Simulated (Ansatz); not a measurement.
# Si₂Ge₂H₁₀: how energies converge with the basis set

An exercise on one series of results from a longer session: the logs are not shown, and one member is left open.

Program: Ansatz 0.2.0, Gaussian basis. Level of theory: one geometry, several basis sets. These are calculated values, not measurements.

Plan: PBE0-D4/def2-SVP; ωB97M-V/def2-SVP; PBE0-D4/def2-QZVPP; ωB97M-V/def2-QZVPP; the functionals' def2-TZVPP values are taken from earlier runs.

## The relaxed structure

The geometry comes from an earlier relaxation with PBE0-D4 in a triple-zeta def2 set; it is a stationary point, not always the lowest conformer.

14 atoms, charge 0, spin multiplicity 1.

Atoms are counted from 1 here; the program's logs count them from 0.

Bond lengths: Ge1–Si2 2.380 Å, Ge1–H5 1.538 Å, Ge1–H6 1.538 Å, Ge1–H7 1.538 Å, Si2–Si3 2.335 Å, Si2–H8 1.490 Å, Si2–H9 1.490 Å, Si3–Ge4 2.380 Å, Si3–H10 1.490 Å, Si3–H11 1.490 Å, Ge4–H12 1.538 Å, Ge4–H13 1.538 Å, Ge4–H14 1.538 Å. Angles: Si2–Ge1–H5 110.1°, Si2–Ge1–H6 111.2°, Si2–Ge1–H7 110.3°, H5–Ge1–H6 108.5°, H5–Ge1–H7 108.2°, H6–Ge1–H7 108.5°, Ge1–Si2–Si3 109.7°, Ge1–Si2–H8 109.0°, Ge1–Si2–H9 109.6°, Si3–Si2–H8 109.3°, Si3–Si2–H9 110.9°, H8–Si2–H9 108.3°, Si2–Si3–Ge4 109.7°, Si2–Si3–H10 110.9°, Si2–Si3–H11 109.3°, Ge4–Si3–H10 109.6°, Ge4–Si3–H11 109.0°, H10–Si3–H11 108.3° and more.

The first run:

The input, in.yaml:

```yaml
crystal:
  periodic: [false, false, false]
  atoms:
    - {symbol: Ge, position_ang: [-1.755415, 0.705480, 1.446587]}
    - {symbol: Si, position_ang: [-0.198511, -1.080256, 1.215943]}
    - {symbol: Si, position_ang: [1.582770, -0.403244, -0.134186]}
    - {symbol: Ge, position_ang: [0.754672, 0.367341, -2.228602]}
    - {symbol: H, position_ang: [-2.352214, 1.065411, 0.075494]}
    - {symbol: H, position_ang: [-2.905397, 0.322939, 2.393426]}
    - {symbol: H, position_ang: [-1.055416, 1.954175, 2.009184]}
    - {symbol: H, position_ang: [-0.883704, -2.240679, 0.581322]}
    - {symbol: H, position_ang: [0.283052, -1.500741, 2.561408]}
    - {symbol: H, position_ang: [2.538052, -1.524462, -0.356193]}
    - {symbol: H, position_ang: [2.314287, 0.708061, 0.535641]}
    - {symbol: H, position_ang: [-0.096831, -0.723821, -2.899488]}
    - {symbol: H, position_ang: [-0.129996, 1.608366, -2.021722]}
    - {symbol: H, position_ang: [1.904642, 0.741441, -3.178824]}
basis:
  gaussian: {orbitals: def2-SVP}
hamiltonian: {xc: pbe0, dispersion: d4}
output: {orbitals: {seedname: orbitals}}
```

Run with:

```
> ansatz run in.yaml --threads 4 --pin off --events-out ev --progress --plain --max-ram 11315MiB
```

Among the steps run: PBE0-D4 in def2-SVP; ωB97M-V in def2-SVP; PBE0-D4 in def2-QZVPP; ωB97M-V in def2-QZVPP.

One table of the session follows, with a row left open; its other results are not shown here.

It belongs to the step «Density functionals: the series». 

| functional | basis | HOMO (eV) | LUMO (eV) |
| --- | --- | --- | --- |
| PBE0-D4 | def2-SVP | ? | ? |
| PBE0-D4 | def2-TZVPP | -7.88 | -0.35 |
| PBE0-D4 | def2-QZVPP | -7.88 | -0.43 |
| ωB97M-V | def2-SVP | -9.84 | 1.69 |
| ωB97M-V | def2-TZVPP | -9.83 | 1.34 |
| ωB97M-V | def2-QZVPP | -9.82 | 1.05 |

**Question.** Estimate the row for PBE0-D4, def2-SVP.

As computed: HOMO (eV): -7.93; LUMO (eV): -0.13. In the column «HOMO (eV)» it lies between ωB97M-V, def2-QZVPP (-9.82) and PBE0-D4, def2-TZVPP (-7.88).
